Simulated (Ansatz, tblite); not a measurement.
**C9H21NO: a ladder of methods and basis sets**

How do method and basis change the picture of C9H21NO (singlet)?

Method: as each input shows; program: Ansatz 0.2.0, Gaussian basis.

Levels to be run: GFN1-xTB, GFN2-xTB, PBE-D4/def2-TZVP, r2SCAN-D4/def2-TZVP, BHLYP-D4/def2-TZVP, B97M-V/def2-TZVP, PBE-D4/def2-SVP, PBE0-D4/def2-SVP, HF/STO-3G, HF/6-31G, B3LYP-D4/6-31G, MP2/def2-SVP.

**1. The structure**

The singlet was relaxed beforehand with PBE0-D4/def2-SVP.

32 atoms, charge 0, spin multiplicity 1.

Bond lengths: C1–C2 1.520 Å, C1–H11 1.103 Å, C1–H12 1.101 Å, C1–H13 1.103 Å, C2–C3 1.526 Å, C2–H14 1.103 Å, C2–H15 1.105 Å, C3–C4 1.511 Å, C3–H16 1.108 Å, C3–H17 1.116 Å, C4–N5 1.522 Å, C4–H18 1.107 Å, N5–C6 1.485 Å, N5–C7 1.504 Å, N5–C10 1.520 Å, C6–H20 1.098 Å, C6–H21 1.100 Å, C6–H22 1.096 Å and more. Angles: C2–C1–H11 111.2°, C2–C1–H12 111.8°, C2–C1–H13 111.5°, H11–C1–H12 107.4°, H11–C1–H13 107.2°, H12–C1–H13 107.5°, C1–C2–C3 113.8°, C1–C2–H14 110.4°, C1–C2–H15 109.6°, C3–C2–H14 108.2°, C3–C2–H15 108.9°, H14–C2–H15 105.6°, C2–C3–C4 110.1°, C2–C3–H16 107.6°, C2–C3–H17 107.4°, C4–C3–H16 110.5°, C4–C3–H17 115.7°, H16–C3–H17 105.1° and more.

PBE0-D4/def2-TZVP was run before; its log isn't repeated, and its numbers join the tables.

**2. GFN1-xTB**

Tight binding, by tblite at 300 K electronic temperature and without a spin-polarisation term:

```python
tblite.interface.Calculator('GFN1-xTB', numbers, positions, charge=0, uhf=0).singlepoint()
```

Energy -1039.1025 eV, HOMO -8.99 eV, LUMO -4.17 eV; 0.02 s.

**3. GFN2-xTB**

Tight binding, by tblite at 300 K electronic temperature and without a spin-polarisation term:

```python
tblite.interface.Calculator('GFN2-xTB', numbers, positions, charge=0, uhf=0).singlepoint()
```

Energy -1003.6102 eV, HOMO -7.59 eV, LUMO -1.59 eV; 0.013 s.

**4. PBE-D4/def2-TZVP**

start.molden holds the orbitals of an earlier run on this state, given as this run's starting guess.

in.yaml reads:

```yaml
crystal:
  periodic: [false, false, false]
  atoms:
    - {symbol: C, position_ang: [4.144787, 0.589554, 0.209964]}
    - {symbol: C, position_ang: [2.928398, -0.322312, 0.214580]}
    - {symbol: C, position_ang: [1.604909, 0.418653, 0.379404]}
    - {symbol: C, position_ang: [0.457800, -0.565413, 0.398291]}
    - {symbol: N, position_ang: [-0.896517, 0.129407, 0.421681]}
    - {symbol: C, position_ang: [-1.054327, 1.108124, 1.526779]}
    - {symbol: C, position_ang: [-1.967088, -0.920310, 0.542401]}
    - {symbol: C, position_ang: [-3.166585, -0.349292, -0.182771]}
    - {symbol: C, position_ang: [-2.503520, 0.251384, -1.418060]}
    - {symbol: C, position_ang: [-1.177319, 0.811678, -0.906751]}
    - {symbol: H, position_ang: [4.086655, 1.328642, -0.606181]}
    - {symbol: H, position_ang: [5.079260, 0.022664, 0.075866]}
    - {symbol: H, position_ang: [4.231547, 1.152140, 1.154181]}
    - {symbol: H, position_ang: [2.882092, -0.907277, -0.719038]}
    - {symbol: H, position_ang: [3.025663, -1.065737, 1.026104]}
    - {symbol: H, position_ang: [1.503119, 1.117522, -0.474448]}
    - {symbol: H, position_ang: [1.698186, 1.072059, 1.279708]}
    - {symbol: H, position_ang: [0.475105, -1.143421, 1.342721]}
    - {symbol: H, position_ang: [0.183184, -1.454428, -1.010564]}
    - {symbol: H, position_ang: [-0.856272, 0.592490, 2.475214]}
    - {symbol: H, position_ang: [-2.068693, 1.534280, 1.535092]}
    - {symbol: H, position_ang: [-0.323156, 1.914891, 1.398857]}
    - {symbol: H, position_ang: [-1.572416, -1.787176, -0.006098]}
    - {symbol: H, position_ang: [-2.111324, -1.166700, 1.602758]}
    - {symbol: H, position_ang: [-3.690181, 0.412384, 0.420390]}
    - {symbol: H, position_ang: [-3.898936, -1.132094, -0.426744]}
    - {symbol: H, position_ang: [-2.268319, -0.555896, -2.126448]}
    - {symbol: H, position_ang: [-3.113533, 1.014009, -1.922544]}
    - {symbol: H, position_ang: [-1.199630, 1.896703, -0.737701]}
    - {symbol: H, position_ang: [-0.350511, 0.558424, -1.579122]}
    - {symbol: O, position_ang: [-0.266134, -1.857795, -1.875231]}
    - {symbol: H, position_ang: [0.183774, -2.697138, -2.012298]}
basis:
  gaussian: {orbitals: def2-TZVP, initial_orbitals: start.molden}
hamiltonian: {xc: pbe, dispersion: d4}
scf: {omitted_lower_state_checks: [starts]}
output: {forces: true, orbitals: {seedname: orbitals}}
```

Command:

```sh
$ ansatz run in.yaml --threads 4 --pin off --events-out ev --progress --plain --max-ram 6963MiB
```

After this run come: r2SCAN-D4/def2-TZVP; BHLYP-D4/def2-TZVP; B97M-V/def2-TZVP; PBE-D4/def2-SVP; PBE0-D4/def2-SVP; HF/STO-3G; HF/6-31G; B3LYP-D4/6-31G; MP2/def2-SVP.

**Question.** What will the summary of the whole plan be? Wanted: gap in def2-TZVP, named functionals, smallest and largest; correlation energy, MP2/def2-SVP; binding an atom, functionals in def2-TZVP; PBE0 total energy, smallest basis above largest.

**Answer**, as computed:

| quantity | value |
| --- | --- |
| gap in def2-TZVP, named functionals, smallest and largest | 3.33 eV (PBE-D4), 7.01 eV (BHLYP-D4) |
| correlation energy, MP2/def2-SVP | -45.77 eV |
| binding an atom, functionals in def2-TZVP | 3.93 (BHLYP-D4) to 4.12 eV (PBE-D4) |
| PBE0 total energy, smallest basis above largest | 14.33 eV (def2-SVP, def2-TZVP) |

**Reading.** Over the named functionals in def2-TZVP the gap runs from 3.33 eV (PBE-D4) to 7.01 eV (BHLYP-D4); exact exchange widens it.
